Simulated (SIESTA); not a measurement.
Set up this calculation in SIESTA 5.4.2, as the native input.

```
Task                : relaxation of cell and atoms
Functional          : RPBE
Potentials or basis : PseudoDojo 0.4 standard (PBE files)
Basis               : DZP (energy shift 0.002 Ry)
Grid cutoff         : 800 Ry
Energy shift        : 0.002 Ry
k mesh              : 5 × 5 × 6
Occupations         : fermi-dirac, width 0.05 eV
Spin                : collinear spin, ferromagnetic start
Starting moments    : [0.0, 0.0, 1.0] μB
optimiser           : Broyden
force tolerance     : 0.04 eV/Å
```

Crystal: Cd2Ni.

```
Cd Ni
1.0
     4.53352    0.00000    0.00000
    -2.26676    3.92615    0.00000
     0.00000    0.00000    3.20553
Cd Ni
2 1
Direct
  0.33333 0.66667 0.50000
  0.66667 0.33333 0.50000
  0.00000 0.00000 0.00000
```

The cell was built by a generator and needn't be a form met in nature.

One way to write it, as run:

Cd2Ni.fdf

```
SystemName                      Cd2Ni
SystemLabel                     Cd2Ni
NumberOfSpecies                 2
NumberOfAtoms                   3
%block ChemicalSpeciesLabel
  1  48 Cd
  2  28 Ni
%endblock ChemicalSpeciesLabel
%include structure.fdf

%block kgrid.MonkhorstPack
    5   0   0  0.0
    0   5   0  0.0
    0   0   6  0.0
%endblock kgrid.MonkhorstPack
XC.Functional                   GGA
XC.Authors                      RPBE
PAO.BasisSize                   DZP
PAO.EnergyShift                 0.002 Ry
Mesh.Cutoff                     800 Ry
Spin                            polarized
%block DM.InitSpin
    1   0.000
    2   0.000
    3   1.000
%endblock DM.InitSpin
OccupationFunction              FD
ElectronicTemperature           0.05 eV
MaxSCFIterations                200
SCF.MustConverge                false
SCF.Mixer.Method                Pulay
SCF.Mixer.Weight                0.1
SCF.Mixer.History               10
SCF.DM.Tolerance                5.0e-05
SCF.H.Tolerance                 1.0e-03 eV
WriteForces                     true
Charge.Mulliken                 end
MD.TypeOfRun                    Broyden
MD.Steps                        40
MD.MaxForceTol                  0.04 eV/Ang
MD.MaxDispl                     0.1 Ang
WriteCoorStep                   true
AtomCoorFormatOut               Fractional
MD.VariableCell                 true
MD.MaxStressTol                 0.1 GPa
```

structure.fdf

```
LatticeConstant                 1.0 Ang
%block LatticeVectors
     4.5335227100     0.0000000000     0.0000000000
    -2.2667613600     3.9261458400     0.0000000000
     0.0000000000     0.0000000000     3.2055296000
%endblock LatticeVectors
AtomicCoordinatesFormat         Fractional
%block AtomicCoordinatesAndAtomicSpecies
     0.3333333300     0.6666666700     0.5000000000  1  Cd
     0.6666666700     0.3333333300     0.5000000000  1  Cd
     0.0000000000     0.0000000000     0.0000000000  2  Ni
%endblock AtomicCoordinatesAndAtomicSpecies
```

Potentials or basis: PseudoDojo 0.4 standard (PBE files), DZP (energy shift 0.002 Ry).

Launch:

```console
$ siesta < Cd2Ni.fdf > Cd2Ni.out 2>&1
```

It gave:

* Relaxed volume: 18.52 Å³/atom
* Relaxed cell: a = 4.710 Å, b = 4.710 Å, c = 2.893 Å, α = 90.00°, β = 90.00°, γ = 120.00°
* Space group after relaxing (to 0.05 Å): P6/mmm (No. 191)
* Energy gained by relaxing: 108.2 meV/atom
* Ionic steps: 9
* Pressure after relaxing: 0.0 GPa
* Band gap on the k mesh: none (metal or under the smearing width)
* Net moment: 0.00 μB per cell

Caveat: semicore shells carry a single zeta, which can move pressures by several GPa and volumes by a few percent; the potentials were made for another functional, which shifts forces and pressure; the basis of atomic orbitals isn't converged, which shifts pressures, moduli and gaps.

Wall time 7.4 min on 1 thread of INTEL(R) XEON(R) PLATINUM 8581C CPU @ 2.10GHz (Emerald Rapids) (shared host), peak memory 0.39 GiB.
